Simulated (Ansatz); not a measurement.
**FeRu: how the settings move a single-point run**

Aim: see which settings change the result for FeRu, by how much, and at what cost.

Program: Ansatz 0.2.0. Level of theory: reference: DFT, LDA, PAW with Ansatz's default frozen-core files, scalar-relativistic. These are calculated values, not measurements.

### Step 1. The structure to begin with

It takes space group P-6m2 (No. 187, hexagonal). Conventional cell: a = 2.643 Å, b = 2.643 Å, c = 4.070 Å, α = 90.00°, β = 90.00°, γ = 120.00°. Fe (site symmetry -6m2) has 6 Ru at 2.54 Å and 6 Fe at 2.64 Å as nearest neighbours. Ru (site symmetry -6m2) is surrounded by 6 Fe at 2.54 Å and 6 Ru at 2.64 Å.

Structure file:

```xyz
2
Lattice="2.6428 0.0000 0.0000 -1.3214 2.2887 0.0000 0.0000 0.0000 4.0702" Properties=species:S:1:pos:R:3 pbc="T T T"
Fe    0.0000    0.0000    2.0351
Ru    1.3214    0.7629    0.0000
```

### Step 2. Baseline

The input, input.yaml:

```yaml
crystal:
  lattice:
    - [2.6428014205, 0.0, 0.0]
    - [-1.3214007102, 2.2887331673, 0.0]
    - [0.0, 0.0, 4.070227]
  atoms:
    - { symbol: Fe, position: [0.0, 0.0, 0.5] }
    - { symbol: Ru, position: [0.6666666667, 0.3333333333, 0.0] }
kpoints:
  mp_grid: { grid: [12, 12, 7] }
scf:
  occupations: { method: fermi_dirac, width: 0.05 }
  lower_state_search: "off"
hamiltonian:
  xc: lda
  pseudopotentials: { kind: paw }
output:
  forces: true
  stress: true
  eigenvalues: true
```

On the command line:

```bash
> ansatz run input.yaml --threads 1 --pin off --max-ram 3072MiB --backend cpu --events-out ev --progress --plain --runs-dir out
```

### Step 3. Changed: hubbard.sites [{species: Fe, l: d, u_eff: 6.0}], hubbard.double_counting fll

input.yaml: that of step 2 with these lines changed.

```diff
@@ -16,2 +16,3 @@
   pseudopotentials: { kind: paw }
+  hubbard: { sites: [{ species: Fe, l: d, u_eff: 6.0 }], double_counting: fll }
 output:
@@ -20 +21,5 @@
   eigenvalues: true
+  write_density: true
+  write_potential: true
+  elf: true
+  volumetric_format: npy
```

**Question.** What will these runs give? Wanted: for each run, ending; energy change; pressure; gap; force.

As calculated:

```csv
run,ending,energy change,pressure (GPa),gap (eV),force (eV/Å),cycles,time
reference,converged,0,-20.3,0.00,0.00,7,3.9 s
"1: hubbard.sites [{species: Fe, l: d, u_eff: 6.0}], hubbard.double_counting fll",converged,+3.17 eV/atom (U changed: no physical gain or loss),-18.3,0.00,0.00,25,17 s
```

Times don't compare one to one where runs were asked for different outputs or read a saved state (see the inputs); cycles may leave out searches for a lower state.

Residual by cycle in the longest SCF loop of each run; runs are numbered as in the table. The quantity is the density residual dr2, in eV.

```csv
cycle,reference,run 1
1,0.0202,124
3,0.00409,58
5,4.0e-6,0.165
8,-,0.0108
10,-,0.00596
12,-,0.00121
14,-,6.1e-4
16,-,0.00117
18,-,0.00234
21,-,0.00106
23,-,2.1e-6
25,-,7.6e-8
```

Changing the Hubbard U moves the energy by +3.17 eV/atom, and the pressure goes from -20.3 to -18.3 GPa. The U term adds an energy of its own, so the shift says nothing about which run is better. A changed U is a change of model: its shifts are not errors of convergence. The structure is not at rest: the sound run finds -20 GPa, so these are no properties of the relaxed crystal. The reference leaves spin out although Fe and Ru can carry a moment, so its state need not be the lowest.
